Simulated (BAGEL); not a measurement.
# GaH5S (SMILES [SH2+][GaH3-]): HF/3-21G (density fitting with qzvpp-jkfit)

What is the energy change on altering one bond length of GaH5S at HF/3-21G (density fitting with qzvpp-jkfit)? 

Program for the calculation: BAGEL 1.2.2.

6 further runs of the same task are left out: 5 that didn't finish, 1 set aside as unsound or not needed.

### 1 Starting point

GaH5S: 7 atoms, total charge 0, spin state singlet. SMILES: `[SH2+][GaH3-]`. Geometry: relaxed at PBE0-D4/def2-TZVP.

Bond lengths: S1–Ga2 2.599 Å, S1–H3 1.343 Å, S1–H4 1.343 Å, Ga2–H5 1.574 Å, Ga2–H6 1.574 Å, Ga2–H7 1.576 Å. Angles: S1–Ga2–H5 94.8°, S1–Ga2–H6 94.9°, S1–Ga2–H7 97.5°, Ga2–S1–H3 97.6°, Ga2–S1–H4 97.6°, H5–Ga2–H6 119.2°, H5–Ga2–H7 118.9°, H6–Ga2–H7 118.9°, H3–S1–H4 92.7°.

### 2 A single-point energy at HF/3-21G (density fitting with qzvpp-jkfit)

The input, hf.json:

```json
{ "bagel" : [

{
  "title" : "molecule",
  "basis" : "3-21g",
  "df_basis" : "qzvpp-jkfit",
  "angstrom" : "true",
  "geometry" : [
    { "atom" : "S", "xyz" : [   -0.794500,   -1.301600,    0.079900 ] },
    { "atom" : "Ga", "xyz" : [    0.181600,    1.099400,   -0.113700 ] },
    { "atom" : "H", "xyz" : [   -0.081600,   -1.698200,    1.147200 ] },
    { "atom" : "H", "xyz" : [    0.042100,   -1.903600,   -0.781700 ] },
    { "atom" : "H", "xyz" : [   -0.401300,    1.363700,   -1.552200 ] },
    { "atom" : "H", "xyz" : [   -0.587500,    1.657800,    1.141400 ] },
    { "atom" : "H", "xyz" : [    1.702400,    0.714400,    0.033400 ] }
  ]
},
{ "title" : "hf" },
{ "title" : "print", "file" : "orbitals.molden", "orbitals" : "true" }

]}
```

Run with:

```
BAGEL_NUM_THREADS=1 BAGEL hf.json > hf.out
```

Standard output:

```text
* using 1 threads per process

  ===============================================================
  ===============================================================

  *** Geometry ***

  { "atom" : "S", "xyz" : [     -1.501387,     -2.459668,      0.150989 ] },
  { "atom" : "Ga", "xyz" : [      0.343174,      2.077565,     -0.214862 ] },
  { "atom" : "H", "xyz" : [     -0.154202,     -3.209133,      2.167894 ] },
  { "atom" : "H", "xyz" : [      0.079557,     -3.597283,     -1.477199 ] },
  { "atom" : "H", "xyz" : [     -0.758347,      2.577020,     -2.933233 ] },
  { "atom" : "H", "xyz" : [     -1.110214,      3.132788,      2.156933 ] },
  { "atom" : "H", "xyz" : [      3.217070,      1.350020,      0.063117 ] },

  Number of auxiliary basis functions:      484

  Since a DF basis is specified, we compute 2- and 3-index integrals:
    o Being stored without compression. Storage requirement is 0.008 GB

  Number of basis functions:       45
  Number of electrons      :       52

    * METHOD: MOLECULE                             0.14

  *** RHF ***

  === Nuclear Repulsion ===
   165.2677854440

      * DIIS with orbital gradients will be used.

  === RHF iteration (3-21g) ===
      0      -2312.20199478          0.00984525           0.03
      1      -2312.23728694          0.00177596           0.03
      2      -2312.23909720          0.00038194           0.03
      3      -2312.23918425          0.00009904           0.03
      4      -2312.23919015          0.00001949           0.03
      5      -2312.23919047          0.00000353           0.03
      6      -2312.23919048          0.00000058           0.03
      7      -2312.23919048          0.00000013           0.03
      8      -2312.23919048          0.00000002           0.03
      9      -2312.23919048          0.00000000           0.03
    * SCF iteration converged.

    * Permanent dipole moment:
           (   -0.258452,     1.327855,    -0.158598) a.u.

    * METHOD: HF                                   0.40

    * METHOD: PRINT                                0.00

  ===============================================================
```

Run time: 0.7 s. Hardware: 1 thread of Arm Neoverse V2, shared host; peak memory 0.082 GiB.

### 3 The distorted shape at the same level

The input, input.json:

```json
{ "bagel" : [

{
  "title" : "molecule",
  "basis" : "3-21g",
  "df_basis" : "qzvpp-jkfit",
  "angstrom" : true,
  "geometry" : [
    { "atom" : "S", "xyz" : [   -2.011156,   -0.993596,   -0.037782 ] },
    { "atom" : "Ga", "xyz" : [   -1.035056,    1.407404,   -0.231382 ] },
    { "atom" : "H", "xyz" : [   -1.298256,   -1.390196,    1.029518 ] },
    { "atom" : "H", "xyz" : [   -1.174556,   -1.595596,   -0.899382 ] },
    { "atom" : "H", "xyz" : [   -1.617956,    1.671704,   -1.669882 ] },
    { "atom" : "H", "xyz" : [   -1.804156,    1.965804,    1.023718 ] },
    { "atom" : "H", "xyz" : [    1.702400,    0.714400,    0.033400 ] }
  ]
},
{
  "title" : "hf"
},
{
  "title" : "print",
  "file" : "orbitals.molden",
  "orbitals" : true
}

]}
```

Run with:

```
BAGEL_NUM_THREADS=1 BAGEL input.json > input.out
```

Standard output:

```text
* using 1 threads per process

  ===============================================================
  ===============================================================

  *** Geometry ***

  { "atom" : "S", "xyz" : [     -3.800534,     -1.877624,     -0.071398 ] },
  { "atom" : "Ga", "xyz" : [     -1.955972,      2.659608,     -0.437249 ] },
  { "atom" : "H", "xyz" : [     -2.453348,     -2.627090,      1.945507 ] },
  { "atom" : "H", "xyz" : [     -2.219589,     -3.015239,     -1.699586 ] },
  { "atom" : "H", "xyz" : [     -3.057494,      3.159063,     -3.155620 ] },
  { "atom" : "H", "xyz" : [     -3.409361,      3.714831,      1.934547 ] },
  { "atom" : "H", "xyz" : [      3.217070,      1.350020,      0.063117 ] },

  Number of auxiliary basis functions:      484

  Since a DF basis is specified, we compute 2- and 3-index integrals:
    o Being stored without compression. Storage requirement is 0.008 GB

  Number of basis functions:       45
  Number of electrons      :       52

    * METHOD: MOLECULE                             0.14

  *** RHF ***

  === Nuclear Repulsion ===
   159.9061615517

      * DIIS with orbital gradients will be used.

  === RHF iteration (3-21g) ===
      0      -2312.07569778          0.01065701           0.03
      1      -2312.12392082          0.00222152           0.03
      2      -2312.12644364          0.00045975           0.03
      3      -2312.12658030          0.00009052           0.03
      4      -2312.12658541          0.00001408           0.03
      5      -2312.12658556          0.00000424           0.03
      6      -2312.12658557          0.00000124           0.03
      7      -2312.12658557          0.00000027           0.03
      8      -2312.12658557          0.00000004           0.03
      9      -2312.12658557          0.00000001           0.03
    * SCF iteration converged.

    * Permanent dipole moment:
           (    0.971904,     1.133766,    -0.052377) a.u.

    * METHOD: HF                                   0.40

    * METHOD: PRINT                                0.00

  ===============================================================
```

Wall time 0.72 s (1 thread of Arm Neoverse V2, shared host); peak memory 0.082 GiB.

### 4 Summary of results

Level: HF/3-21G (density fitting with qzvpp-jkfit).

| quantity | value |
| --- | --- |
| first shape: total energy | -2312.23919 Eh |
| first shape: dipole moment | 3.46 D |
| first shape: HOMO energy | -10.92 eV |
| first shape: LUMO energy | 2.51 eV |
| first shape: HOMO–LUMO gap | 13.43 eV |
| distorted shape: total energy | -2312.12659 Eh |
| distorted shape: dipole moment | 3.80 D |
| distorted shape: HOMO energy | -7.88 eV |
| distorted shape: LUMO energy | 1.62 eV |
| distorted shape: HOMO–LUMO gap | 9.50 eV |
| energy change with the Ga2–H7 bond stretched from 1.576 to 2.836 Å | 3.064 eV |

In words: One bond (distorted shape) is far stretched, which a spin-restricted single reference describes badly; a broken-symmetry solution may lie lower. With the Ga2–H7 bond stretched from 1.576 to 2.836 Å the energy rises by 3.06 eV (296 kJ/mol). The first shape isn't relaxed at this level, so the change isn't measured from a minimum. A restricted reference can't describe the breaking bond well at this length.
